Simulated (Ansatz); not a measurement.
# C9H8: small, medium and large basis sets

How large a basis does C9H8 need? Two functionals are run in growing sets.

Computed with Ansatz 0.2.0, Gaussian basis. Level: one geometry, several basis sets.

The runs, in order: PBE0-D4/def2-SVP; ωB97M-V/def2-SVP; PBE0-D4/def2-QZVPP; ωB97M-V/def2-QZVPP; the functionals' def2-TZVPP values are taken from earlier runs.

**1. The geometry**

The geometry comes from an earlier relaxation with PBE0-D4 in a triple-zeta def2 set; it is a stationary point, not always the lowest conformer.

SMILES `C1=Cc2ccccc2C1`, 17 atoms, charge 0, spin multiplicity 1.

Atoms are counted from 1 here; the program's logs count them from 0.

Bond lengths: C1–C2 1.340 Å, C1–C9 1.498 Å, C1–H10 1.082 Å, C2–C3 1.457 Å, C2–H11 1.083 Å, C3–C4 1.387 Å, C3–C8 1.403 Å, C4–C5 1.388 Å, C4–H12 1.085 Å, C5–C6 1.390 Å, C5–H13 1.084 Å, C6–C7 1.391 Å, C6–H14 1.084 Å, C7–C8 1.380 Å, C7–H15 1.085 Å, C8–C9 1.498 Å, C9–H16 1.097 Å, C9–H17 1.097 Å. Angles: C2–C1–C9 110.7°, C2–C1–H10 125.9°, C9–C1–H10 123.4°, C1–C2–C3 109.6°, C1–C2–H11 125.9°, C3–C2–H11 124.5°, C2–C3–C4 131.4°, C2–C3–C8 108.1°, C4–C3–C8 120.5°, C3–C4–C5 118.6°, C3–C4–H12 120.9°, C5–C4–H12 120.5°, C4–C5–C6 120.8°, C4–C5–H13 119.7°, C6–C5–H13 119.5°, C5–C6–C7 120.7°, C5–C6–H14 119.6°, C7–C6–H14 119.7° and more.

**2. PBE0-D4 in def2-SVP**

in.yaml reads:

```yaml
crystal:
  periodic: [false, false, false]
  atoms:
    - {symbol: C, position_ang: [0.626607, -1.381265, 1.839386]}
    - {symbol: C, position_ang: [1.313202, -1.314184, 0.690679]}
    - {symbol: C, position_ang: [0.659414, -0.378882, -0.215350]}
    - {symbol: C, position_ang: [0.980566, 0.027129, -1.502651]}
    - {symbol: C, position_ang: [0.157587, 0.950000, -2.133757]}
    - {symbol: C, position_ang: [-0.965392, 1.458076, -1.491223]}
    - {symbol: C, position_ang: [-1.288673, 1.051774, -0.200245]}
    - {symbol: C, position_ang: [-0.474022, 0.134471, 0.431998]}
    - {symbol: C, position_ang: [-0.567871, -0.477900, 1.796350]}
    - {symbol: H, position_ang: [0.878369, -1.994329, 2.694597]}
    - {symbol: H, position_ang: [2.216092, -1.864032, 0.456922]}
    - {symbol: H, position_ang: [1.855731, -0.366554, -2.007935]}
    - {symbol: H, position_ang: [0.392140, 1.279382, -3.139681]}
    - {symbol: H, position_ang: [-1.594998, 2.177871, -2.001607]}
    - {symbol: H, position_ang: [-2.166951, 1.452884, 0.294862]}
    - {symbol: H, position_ang: [-1.503770, -1.032141, 1.936902]}
    - {symbol: H, position_ang: [-0.537032, 0.277301, 2.591054]}
basis:
  gaussian: {orbitals: def2-SVP}
hamiltonian: {xc: pbe0, dispersion: d4}
output: {orbitals: {seedname: orbitals}}
```

Command:

```bash
$ ansatz run in.yaml --threads 2 --pin off --events-out ev --progress --plain --max-ram 32768MiB --backend cpu
```

Further steps of the session: ωB97M-V in def2-SVP; PBE0-D4 in def2-QZVPP; ωB97M-V in def2-QZVPP.

Q: Predict the results of all the runs planned. Wanted: PBE0-D4: double and triple zeta above quadruple; ωB97M-V: double and triple zeta above quadruple.

As calculated:

```
                                       quantity           value
PBE0-D4: double and triple zeta above quadruple  10.42, 0.48 eV
ωB97M-V: double and triple zeta above quadruple  10.82, 0.45 eV
```

PBE0-D4 gains 9.94 eV from double to triple zeta, then 0.48 eV more. Total energies overstate the basis error of differences, where much of it tends to cancel.
